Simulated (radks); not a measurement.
# C in [He] 2s2 2p1.5 3s0.5: an all-electron calculation

Wanted: eigenvalues, radial structure and energy terms of neutral carbon.

Method: non-relativistic Kohn-Sham, RPBE, spin-unpolarised, spherical densities, point nucleus. Code: radks (a radial shooting solver on a logarithmic mesh, Libxc functionals) version 1.

### Step 1. What is computed

| Property | Result |
| --- | --- |
| element | carbon (Z = 6) |
| charge | 0 |
| electrons | 6 |
| configuration | [He] 2s2 2p1.5 3s0.5 |

### Step 2. The run

Settings of this run:

```text
Z 6
configuration [He] 2s2 2p1.5 3s0.5
relativity non-relativistic
functional rpbe,pbe
spin unpolarised
nucleus point
```

Command:

```bash
> python run_ks.py task.json out
```

The same process makes all the runs of this session.

**Question.** What will this run give?

The runs gave:

```
                        quantity                value
                    total energy    -37.70352 hartree
exchange-correlation share of it              13.34 %
                            −T/E               0.9967
          highest occupied level        3s, -1.348 eV
    most extended occupied level  3s, <r> = 6.88 bohr
 radius at density 0.001 e/bohr³            3.58 bohr
    maxima of the radial density                    2
```

**Reading.** 3 principal shells are occupied and 2 maxima appear in the radial density; where shells overlap, one shows as a shoulder or not at all. The ratio −T/E is 0.9967; for a non-relativistic Coulomb system it is 1 up to the kinetic part of correlation. This is not the tabulated ground configuration, so its levels and sizes aren't those of the ground state, and no measured value stands beside it.
